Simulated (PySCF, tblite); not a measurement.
# C₄H₃ClF₄O: geometry, infrared bands and NMR shifts

Aim: predict the infrared bands and NMR shifts of C₄H₃ClF₄O (`O=C(Cl)[C@@H](F)CC(F)(F)F`).

Programs: tblite 0.8.0 and PySCF 2.14.0, with density-fitted response routines of our own. Each step states its level of theory. These are calculated values for one molecule in the gas phase, unless marked as measured. Atoms count from 0, in the outputs and in this text.

### 1 The molecule as given

13 atoms, charge 0, multiplicity 1; geometry from: force field or distance geometry start.

Bonds of the start (Å): O0–C1 1.25, C1–Cl2 1.77, C1–C3 1.51, C3–F4 1.37, C3–C5 1.52, C5–C6 1.50, C6–F7 1.38, C6–F8 1.40, C6–F9 1.37, C3–H10 1.11, C5–H11 1.13, C5–H12 1.10.

### 2 Optimising the geometry with GFN2-xTB

What the job is given:

```
{"job": {"kind": "relax", "xc": "GFN2-xTB", "basis": "xTB"}, "charge": 0, "multiplicity": 1}
O      2.496000    -1.311600     0.902500
C      1.944000    -0.428100     0.206900
Cl     2.718700     0.140100    -1.274200
C      0.628500     0.149000     0.662100
F      0.822300     1.488300     0.844100
C     -0.341400    -0.165800    -0.458700
C     -1.735300     0.336500    -0.200100
F     -1.781500     1.705400    -0.016400
F     -2.250900    -0.349200     0.901000
F     -2.514700    -0.026600    -1.272100
H      0.342600    -0.368100     1.596500
H     -0.401200    -1.297000    -0.477100
H      0.068600     0.127700    -1.432300
```

Run with:

```console
OMP_NUM_THREADS=1 python probes_run.py task.json out
```

This one command runs all jobs of the session in turn.

**Question.** This job is followed by: GFN2-xTB harmonic vibrations, gas phase; GIAO PBE0/pcSseg-1 NMR shielding, non-relativistic, gas phase. What will the session give for the following? strongest single infrared mode (GFN2-xTB); zero-point energy (GFN2-xTB); ¹³C shifts against TMS (PBE0/pcSseg-1); ¹H shifts against TMS (PBE0/pcSseg-1); ¹⁷O shifts against H2O (PBE0/pcSseg-1); ³⁵Cl shifts against HCl (PBE0/pcSseg-1); ¹⁹F shifts against CFCl3 (PBE0/pcSseg-1, means over atoms taken as alike); surface potential, 1st and 99th percentile.

**Answer**, as computed:

| quantity | value |
| --- | --- |
| strongest single infrared mode (GFN2-xTB) | 1806 cm⁻¹, 332 km/mol |
| zero-point energy (GFN2-xTB) | 43.8 kcal/mol |
| ¹³C shifts against TMS (PBE0/pcSseg-1) | 187.5, 134.2, 92.9, 42.3 ppm |
| ¹H shifts against TMS (PBE0/pcSseg-1) | 5.28, 3.05, 2.54 ppm |
| ¹⁷O shifts against H2O (PBE0/pcSseg-1) | 599.8 ppm |
| ³⁵Cl shifts against HCl (PBE0/pcSseg-1) | 440 ppm |
| ¹⁹F shifts against CFCl3 (PBE0/pcSseg-1, means over atoms taken as alike) | -83.5, -199.0 ppm |
| surface potential, 1st and 99th percentile | -0.84 V and 1.73 V |

Over 110 steps the energy fell by 0.672 eV; of the close pairs, O0–C1 changed most, 1.253 to 1.187 Å. All 33 modes are real, so the xTB geometry is a minimum. The strongest single mode, at 1806 cm⁻¹, moves mainly C1 and O0. GFN2-xTB is a fitted tight-binding method: band positions and strengths are rough. Its intensities can rank the bands wrongly. The most deshielded hydrogen is H10 (hydrogen on an sp3 CH bonded to F, α to a carbonyl), at 5.28 ppm: its carbon carries F, hence the downfield position. At PBE0/pcSseg-1: The largest span, 964 ppm, is at O0, where the paramagnetic term is -661 ppm. At PBE0/pcSseg-1, counted by nearest atom on the grid, the HOMO lies on O0 53 %; Cl2 23 %, the LUMO on C1 47 %; O0 30 %.
